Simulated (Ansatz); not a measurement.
# CH6GeTe: the cost of one run

Program: Ansatz 0.2.0 through its Python package. Level of theory: CCSD(T)/def2-SVPD. These are calculated values, not measurements.

### 1 The system

Bond lengths: C1–Te2 2.081 Å, Te2–Ge3 2.556 Å, C1–H4 1.056 Å, C1–H5 1.163 Å, C1–H6 1.134 Å, Ge3–H7 1.605 Å, Ge3–H8 1.492 Å, Ge3–H9 1.587 Å. Angles: C1–Te2–Ge3 88.8°, Te2–C1–H4 110.6°, Te2–C1–H5 110.7°, Te2–C1–H6 112.5°, H4–C1–H5 106.7°, H4–C1–H6 111.3°, H5–C1–H6 104.9°, Te2–Ge3–H7 108.2°, Te2–Ge3–H8 109.8°, Te2–Ge3–H9 109.7°, H7–Ge3–H8 109.2°, H7–Ge3–H9 107.3°, H8–Ge3–H9 112.5°.

No structure file is read: the coordinates are typed or built in the script.

### 2 The code

The input, run_tae.py:

```python
# -*- coding: utf-8 -*-
from collections import Counter

import ansatz


def total_energy(molecule, charge=0, unpaired=0):
    calc = (
        molecule.calculation()
        .basis(gaussian="def2-SVPD")
        .correlation("ccsd_t")
    )
    if charge:
        calc = calc.charge(charge)
    if unpaired:
        calc = calc.spin("collinear", total=unpaired)
    report = calc.run().report
    if report["published_state_doubts"]:
        print("  doubts:", report["published_state_doubts"])
    return report["free_energy_ev"]

ch6gete = (
    ansatz.Crystal.molecule()
    .atom("C", [-0.7275, 1.1148, -0.9484])
    .atom("Te", [1.2971, 0.6414, -0.8572])
    .atom("Ge", [0.75, -1.1329, 0.8999])
    .atom("H", [-1.2893, 0.2821, -1.275])
    .atom("H", [-0.9154, 1.9664, -1.7182])
    .atom("H", [-1.1234, 1.5185, 0.0348])
    .atom("H", [2.122, -1.8393, 1.3424])
    .atom("H", [-0.1629, -2.1582, 0.3151])
    .atom("H", [0.1379, -0.4392, 2.1894])
)

unpaired = {"C": 2, "Te": 2, "Ge": 2, "H": 1}
counts = Counter(site.symbol for site in ch6gete.cartesian_sites)
atom_energy = {s: total_energy(ansatz.Crystal.molecule().atom(s, (0, 0, 0)), 0, unpaired[s]) for s in counts}
whole = total_energy(ch6gete, 0, 0)
for s, e in atom_energy.items():
    print(f"{s:2s} x{counts[s]}  {e:14.5f} eV")
print(f"CH6GeTe: {whole:.5f} eV")
split = sum(counts[s] * e for s, e in atom_energy.items()) - whole
print(f"atomisation energy (no zero-point term): {23.060548 * split:.1f} kcal/mol, {split / sum(counts.values()):.3f} eV an atom")
```

### 3 The input behind the calls

The package turns the script's settings into the engine's input (first run):

```yaml
crystal:
  periodic: [false, false, false]
  atoms:
    - { symbol: C, position_ang: [0.0, 0.0, 0.0] }
basis:
  gaussian:
    orbitals: def2-SVPD
magnetization:
  spin_polarized: true
  initial_magnetization: 2.0
correlation:
  method: ccsd_t
```

### 4 The run

The run is started by

```
python run_tae.py
```

**Question.** How long does this script take on 1 thread of Arm Neoverse V2, shared host, and how much memory does it need?

About 95 s, with a peak of 1.2 GiB.
